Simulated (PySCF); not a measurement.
# SnH: a composite coupled-cluster curve

An exercise on one series of results from a longer session: the logs are not shown, and one member is left open.

Computed with PySCF 2.14.0. Level: CCSD(T) on ROHF, scalar-relativistic core potentials.

2 further runs of the same task are left out: 2 set aside as unsound or not needed.

Set-up of the first run:

```
molecule             : SnH
state                : doublet, unpaired electrons π ↑
smaller basis        : Sn cc-pwCVDZ-PP with ECP28, H aug-cc-pVDZ
larger basis         : Sn cc-pwCVTZ-PP with ECP28, H aug-cc-pVTZ
frozen core orbitals : 4
extrapolation        : correlation as n⁻³ (n = 2, 3), Hartree–Fock as (n+1)·exp(−9√n)
corrections          : none
distances (Å)        : 1.5763, 1.6479, 1.7196, 1.7912, 1.8629, 1.9525, 2.0420
masses (u)           : 119.9022, 1.0078
dissociation limit   : Sn + H
```

The run is started by

```bash
$ OMP_NUM_THREADS=4 python comp.py task.json out
```

One table of the session follows, with a row left open; its other results are not shown here.

It belongs to the step «Constants step by step». 

| level | Re (Å) | ωe (cm⁻¹) | ωexe (cm⁻¹) | αe (cm⁻¹) | De (eV) |
| --- | --- | --- | --- | --- | --- |
| CCSD(T), smaller basis | 1.7769 | 1689.7 | 30.8 | 0.155 | 2.529 |
| CCSD(T), larger basis | 1.7687 | 1709.5 | 28.6 | 0.149 | 2.661 |
| HF/CBS | 1.7665 | 1792.8 | 24.7 | 0.130 | 1.752 |
| MP2/CBS | 1.7501 | 1782.1 | 25.2 | 0.138 | 2.494 |
| CCSD/CBS | ? | ? | ? | ? | ? |
| CCSD(T)/CBS | 1.7659 | 1717.7 | 27.9 | 0.147 | 2.709 |

Q: Estimate the row for CCSD/CBS from the others.

As computed: Re (Å): 1.7629; ωe (cm⁻¹): 1737.4; ωexe (cm⁻¹): 27.0; αe (cm⁻¹): 0.143; De (eV): 2.678. In the column «Re (Å)» it lies between MP2/CBS (1.7501) and CCSD(T)/CBS (1.7659).

An extrapolation from double and triple zeta is rough, so this isn't yet the limit.
